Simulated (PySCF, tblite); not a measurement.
**C7H11NSi2: geometry, infrared bands and NMR shifts**

Aim: predict the infrared bands and NMR shifts of C7H11NSi2 (`CC1=C[Si@H](C#N)C=CC[SiH2]1`).

Computed with tblite 0.8.0 and PySCF 2.14.0, with density-fitted response routines of our own, on a single molecule in the gas phase. Atoms are numbered from 0 throughout.

**1. The molecule as given**

21 atoms, charge 0, multiplicity 1; geometry from: force field or distance geometry start.

Bonds of the start (Å): C0–C1 1.53, C1–C2 1.33, C2–Si3 1.88, Si3–C4 1.89, C4–N5 1.16, Si3–C6 1.86, C6–C7 1.34, C7–C8 1.51, C8–Si9 1.86, Si9–C1 1.89, C0–H10 1.09, C0–H11 1.10, C0–H12 1.10, C2–H13 1.09, Si3–H14 1.48, C6–H15 1.10, C7–H16 1.09, C8–H17 1.10, C8–H18 1.09, Si9–H19 1.49, Si9–H20 1.48.

**2. Geometry optimisation with GFN2-xTB**

What the job is given:

```
{"job": {"kind": "relax", "xc": "GFN2-xTB", "basis": "xTB"}, "charge": 0, "multiplicity": 1}
C      2.831400     0.587900     0.464200
C      1.363400     0.290000     0.164100
C      0.512600     1.292100    -0.063500
Si    -1.318600     1.325800    -0.467300
C     -2.095700     2.998200    -0.073900
N     -2.576000     4.032100     0.154100
C     -2.177000    -0.052800     0.443400
C     -1.855100    -1.357400     0.445700
C     -0.731900    -2.003200    -0.334700
Si     0.993800    -1.566300     0.219300
H      3.475100     0.126700    -0.283500
H      3.105400     0.225600     1.460800
H      3.020200     1.669100     0.456000
H      0.883100     2.315600    -0.051200
H     -1.443600     1.031100    -1.908400
H     -3.022200     0.288600     1.053400
H     -2.472300    -2.038300     1.039000
H     -0.852600    -3.093700    -0.256400
H     -0.858000    -1.771700    -1.396600
H      1.985100    -2.243800    -0.660300
H      1.223800    -2.038500     1.605700
```

Launch:

```console
$ OMP_NUM_THREADS=1 python probes_run.py task.json out
```

This one command runs all jobs of the session in turn.

**Question.** This job is followed by: GFN2-xTB harmonic vibrations, gas phase; GIAO PBE0/pcSseg-1 NMR shielding, non-relativistic, gas phase. What will the session give for the following? strongest single infrared mode (GFN2-xTB); zero-point energy (GFN2-xTB); 13C shifts against TMS (PBE0/pcSseg-1); 1H shifts against TMS (PBE0/pcSseg-1, means over atoms taken as alike); 29Si shifts against TMS (PBE0/pcSseg-1); 15N shifts against NH3 (PBE0/pcSseg-1).

As calculated:

| quantity | value |
| --- | --- |
| strongest single infrared mode (GFN2-xTB) | 2193 cm⁻¹, 440 km/mol |
| zero-point energy (GFN2-xTB) | 95.5 kcal/mol |
| 13C shifts against TMS (PBE0/pcSseg-1) | 167.2, 160.0, 144.0, 128.8, 126.0, 34.0, 19.8 ppm |
| 1H shifts against TMS (PBE0/pcSseg-1, means over atoms taken as alike) | 7.29, 6.87, 6.20, 5.33, 4.29, 4.28, 2.19, 2.19, 1.92 ppm |
| 29Si shifts against TMS (PBE0/pcSseg-1) | -63.2, -68.8 ppm |
| 15N shifts against NH3 (PBE0/pcSseg-1) | 360.5 ppm |

In words: Relaxing lowered the energy by 0.264 eV in 56 steps; the close pair that moved most is C8–Si9, from 1.864 to 1.910 Å. No mode is imaginary among the 57: a minimum at this level. The strongest single mode, at 2193 cm⁻¹, moves mainly H19. GFN2-xTB is a fitted tight-binding method: band positions and strengths are rough. Its intensities can rank the bands wrongly. At PBE0/pcSseg-1: The widest tensor belongs to N5: span 594 ppm, with a paramagnetic part of -431 ppm.
